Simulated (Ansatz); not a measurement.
# EuCr: the cost of one run

Method: DFT PBE, scalar-relativistic, plane waves, PAW, in Ansatz 0.2.0.

## (1) The structure to begin with

Symmetry: Pm-3m, No. 221, cubic system. The conventional cell has a = 3.571 Å, b = 3.571 Å, c = 3.571 Å, α = 90.00°, β = 90.00°, γ = 90.00°. Around Eu (site symmetry m-3m) lie 8 Cr at 3.09 Å. Cr (site symmetry m-3m) has 8 Eu at 3.09 Å as nearest neighbours.

As a file:

```xyz
2
Lattice="3.5705 0.0000 0.0000 0.0000 3.5705 0.0000 0.0000 0.0000 3.5705" Properties=species:S:1:pos:R:3 pbc="T T T"
Eu    1.7853    1.7853    1.7853
Cr    0.0000    0.0000    0.0000
```

A structure generator made this guess: species swapped into a database cell of ScPd (Pm-3m, No. 221), with Eu on the Sc sites and Cr on the Pd sites. The dimensions are guesses.

## (2) A first look at the guess

File input.yaml:

```yaml
crystal:
  lattice:
    - [3.57050676, 0.0, 0.0]
    - [0.0, 3.57050676, 0.0]
    - [0.0, 0.0, 3.57050676]
  atoms:
    - { symbol: Eu, position: [0.5, 0.5, 0.5], spin: 7.0 }
    - { symbol: Cr, position: [0.0, 0.0, 0.0], spin: 3.0 }
basis:
  ecutwfc: 420
kpoints:
  mp_grid: { grid: [6, 6, 6] }
hamiltonian:
  xc: pbe
scf:
  occupations: { method: gaussian, width: 0.1 }
  lower_state_search: "off"
output:
  forces: true
  stress: true
  eigenvalues: true
  populations: true
magnetization:
  spin_polarized: true
```

Started as:

```bash
$ ansatz run input.yaml --threads 1 --pin off --max-ram 2048MiB --backend cpu --events-out ev --progress --plain --runs-dir out
```

Q: Estimate wall time and peak memory on 1 thread of Arm Neoverse V2, shared host.

About 4.5 s, with a peak of 0.32 GiB.
